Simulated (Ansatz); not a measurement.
## CH₃ClFSn, SMILES [CH3][Sn]([F])[Cl]: a polarisability from point charges, step by step

With Ansatz's Python interface.

The cells in order, each with its output:

In [1]:
```python
import warnings

import ansatz as az
from ase import Atoms
import numpy as np
```

In [2]:
```python
warnings.simplefilter("ignore", az.DeckWarning)
```

In [3]:
```python
atoms = Atoms(["C", "Sn", "F", "Cl", "H", "H", "H"], positions=[
    [0.0412, 0.9509, -0.0966],
    [0.6149, -1.0458, 0.1057],
    [0.1522, -1.6636, 1.8813],
    [-0.4297, -2.3611, -1.4841],
    [-1.1004, 1.0573, 0.0366],
    [0.5182, 1.6406, 0.6378],
    [0.2648, 1.3538, -1.1263],
])
geometry = az.Crystal.molecule_from_ase(atoms)
```

In [4]:
```python
model = (
    geometry.calculation()
    .basis(gaussian="def2-SVP")  # atom-centred Gaussian functions
    .functional("CAM-B3LYP")  # exchange and correlation
    .spin("collinear", total=1)
    .forces()
)
# charges +q and -q at -R and +R make a nearly even field 2 k q / R^2 at the centre
centre = np.mean([site.position_ang for site in geometry.cartesian_sites], axis=0)
field = 2 * 14.399645 * 3.0 / 30.0 ** 2
```

In [5]:
```python
def dipole(axis, sign):
    arm = 30.0 * np.eye(3)[axis]
    pair = [{"charge": sign * 3.0, "position_ang": (centre - arm).tolist()}, {"charge": -sign * 3.0, "position_ang": (centre + arm).tolist()}]
    deck = model.input().set(az.key.basis.gaussian.point_charges, pair)
    return np.array(az.Session.from_dict(deck).plan().execute().report["charge_distribution"]["dipole_moment_e_ang"])
```

In [6]:
```python
print(f"field {field:.4f} V/A")
alpha = np.array([(dipole(axis, 1) - dipole(axis, -1)) / (2 * field) * 14.399645 for axis in range(3)])
print("polarisability tensor (A^3)")
print(np.array2string(alpha, precision=3, suppress_small=True))
print(f"mean {np.trace(alpha) / 3:.3f} A^3 = {np.trace(alpha) / 3 / 0.14818471:.2f} bohr^3")
```
```text
field 0.0960 V/A
polarisability tensor (A^3)
[[6.354 0.316 0.891]
 [0.329 9.329 0.957]
 [0.892 0.932 7.811]]
mean 7.831 A^3 = 52.85 bohr^3
```

Reading the output:
- The geometry is a force-field or estimated start, not a minimum of this method, and the basis set is short of its limit. The field of two point charges is only nearly even.
- def2 sets replace the cores of elements past krypton by effective core potentials.
- The species is open-shell (spin multiplicity 2).
- Without diffuse functions polarisabilities are unreliable, as a rule too low, and they change with the bond lengths of this unrelaxed start.
- Run time: 43 s on 1 thread of Arm Neoverse V1, with other jobs on the host, peak memory 0.36 GiB.

(Lines on the test bed's own set-up are left out of the output.)
